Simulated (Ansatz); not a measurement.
**CH₅FSiTe: a ladder of functionals and wavefunction methods**

The task here is to estimate one member of a computed series from the others.

Computed with Ansatz 0.2.0, Gaussian basis. Level: functionals in def2-TZVPP, the program's frozen cores in correlated methods.

Plan: PBE-D4, r2SCAN-D4, PBE0-D4, B3LYP-D4, ωB97X-V, ωB97M-V, B2PLYP; CCSD(T)/def2-TZVPP; MP2/def2-QZVPP; extrapolation to the limit.

## Structure used throughout

The geometry comes from an earlier relaxation with PBE0-D4 in a triple-zeta def2 set; it is a stationary point, not always the lowest conformer. Te takes the def2 core potential; no spin-orbit term is included.

SMILES `F[SiH2]C[TeH]`, 9 atoms, charge 0, spin multiplicity 1.

Atoms are counted from 1 here; the program's logs count them from 0.

Bond lengths: F1–Si2 1.602 Å, Si2–C3 1.855 Å, Si2–H5 1.481 Å, Si2–H6 1.486 Å, C3–Te4 2.152 Å, C3–H7 1.090 Å, C3–H8 1.094 Å, Te4–H9 1.657 Å. Angles: F1–Si2–C3 109.3°, F1–Si2–H5 108.3°, F1–Si2–H6 106.6°, C3–Si2–H5 110.5°, C3–Si2–H6 111.1°, H5–Si2–H6 110.9°, Si2–C3–Te4 111.9°, Si2–C3–H7 113.3°, Si2–C3–H8 109.1°, Te4–C3–H7 109.2°, Te4–C3–H8 104.7°, H7–C3–H8 108.3°, C3–Te4–H9 93.8°.

As a file:

```xyz
9
charge 0, multiplicity 1
F    -1.4996    0.5877    1.0856
Si   -0.3431    1.0291    0.0681
C     0.8866   -0.3499   -0.0973
Te   -0.0403   -2.1804   -0.7456
H    -0.9653    1.3294   -1.2419
H     0.2899    2.2428    0.6461
H     1.4485   -0.5377    0.8175
H     1.5970   -0.1028   -0.8912
H    -1.2853   -2.0644    0.3415
```

The first run:

File in.yaml:

```yaml
crystal:
  periodic: [false, false, false]
  atoms:
    - {symbol: F, position_ang: [-1.499626, 0.587687, 1.085636]}
    - {symbol: Si, position_ang: [-0.343066, 1.029055, 0.068111]}
    - {symbol: C, position_ang: [0.886605, -0.349858, -0.097282]}
    - {symbol: Te, position_ang: [-0.040345, -2.180426, -0.745639]}
    - {symbol: H, position_ang: [-0.965279, 1.329422, -1.241919]}
    - {symbol: H, position_ang: [0.289852, 2.242785, 0.646113]}
    - {symbol: H, position_ang: [1.448468, -0.537747, 0.817532]}
    - {symbol: H, position_ang: [1.597037, -0.102757, -0.891203]}
    - {symbol: H, position_ang: [-1.285344, -2.064358, 0.341549]}
basis:
  gaussian: {orbitals: def2-TZVPP}
hamiltonian: {xc: pbe, dispersion: d4}
output: {forces: true, orbitals: {seedname: orbitals}}
```

Launch:

```
> ansatz run in.yaml --threads 4 --pin off --events-out ev --progress --plain --max-ram 10444MiB
```

Among the steps run: PBE-D4 (GGA); r2SCAN-D4 (meta-GGA); PBE0-D4 (hybrid); B3LYP-D4 (hybrid); ωB97X-V (range-separated); ωB97M-V (range-separated); B2PLYP (double hybrid); CCSD(T) in def2-TZVPP; MP2 in def2-QZVPP.

One table of the session follows, with a row left open; its other results are not shown here.

```
            method  atomisation energy (kJ/mol)
            PBE-D4                       2981.4
         r2SCAN-D4                       2958.7
           PBE0-D4                       2939.4
          B3LYP-D4                       2954.7
           ωB97X-V                       2974.2
           ωB97M-V                       2957.7
            B2PLYP                            ?
     HF/def2-TZVPP                       2170.3
    MP2/def2-TZVPP                       2927.1
   CCSD/def2-TZVPP                       2854.1
CCSD(T)/def2-TZVPP                       2896.2
           MP2/CBS                       3018.8
       CCSD(T)/CBS                       2987.8
```

**Question.** Estimate the row for B2PLYP.

The run gave: atomisation energy (kJ/mol): 2922.9. In the column «atomisation energy (kJ/mol)» it lies between CCSD(T)/def2-TZVPP (2896.2) and MP2/def2-TZVPP (2927.1).
